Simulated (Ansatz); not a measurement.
# Cl4MoS (MoSCl4): the cost of one run

The runs use Ansatz 0.2.0; RKS PBE0-D4/def2-SVP.

### 1 The starting structure

6 atoms, charge 0, spin multiplicity 1.

Atoms are counted from 1 here; the program's logs count them from 0.

Bond lengths: Mo1–S2 2.092 Å, Mo1–Cl3 2.308 Å, Mo1–Cl4 2.308 Å, Mo1–Cl5 2.308 Å, Mo1–Cl6 2.308 Å. Angles: S2–Mo1–Cl3 103.9°, S2–Mo1–Cl4 103.9°, S2–Mo1–Cl5 103.9°, S2–Mo1–Cl6 103.9°, Cl3–Mo1–Cl4 86.7°, Cl3–Mo1–Cl5 152.2°, Cl3–Mo1–Cl6 86.7°, Cl4–Mo1–Cl5 86.7°, Cl4–Mo1–Cl6 152.3°, Cl5–Mo1–Cl6 86.7°.

As a file:

```csv
atom,x (Å),y (Å),z (Å)
Mo1,0.00001,-0.00008,0.02058
S2,0.00110,-0.00736,2.11253
Cl3,2.23979,0.01431,-0.53558
Cl4,-0.01277,2.24273,-0.52419
Cl5,-2.24033,-0.01062,-0.53336
Cl6,0.01219,-2.23899,-0.53998
```

This geometry comes from a loose relaxation at PBE in a small basis, which is not shown.

### 3 Setting up the map

- angle S2–Mo1–Cl4: 11 values from 59 to 149 °
- angle Cl3–Mo1–Cl6: 11 values from 51.6 to 121.6 °

Nothing else is relaxed (all other coordinates rigid). Energies count from the relaxed molecule at the same level.

(The set-up runs are not shown.)

### 4 Grid point angle S2–Mo1–Cl4 = 122°, angle Cl3–Mo1–Cl6 = 100.6°

Contents of input.yaml:

```yaml
crystal:
  periodic: [false, false, false]
  atoms:
    - { symbol: Mo, position_ang: [1.5e-05, -0.0001, 0.028872] }
    - { symbol: S, position_ang: [0.004602, -0.643087, 1.98491] }
    - { symbol: Cl, position_ang: [2.182405, 0.551884, -0.384829] }
    - { symbol: Cl, position_ang: [-0.012742, 2.221682, -0.521092] }
    - { symbol: Cl, position_ang: [-2.219901, -0.01039, -0.528377] }
    - { symbol: Cl, position_ang: [0.012193, -2.21797, -0.536678] }
basis:
  gaussian: { orbitals: def2-SVP }
hamiltonian:
  xc: pbe0
  dispersion: d4
output:
  forces: true
```

The run is started by

```sh
$ ansatz run input.yaml --threads 1 --pin off --max-ram 2560MiB --backend cpu --events-out ev --progress --plain --runs-dir out
```

Q: Estimate wall time and peak memory on 1 thread of Arm Neoverse V2, shared host.

About 11 s, with a peak of 0.32 GiB.
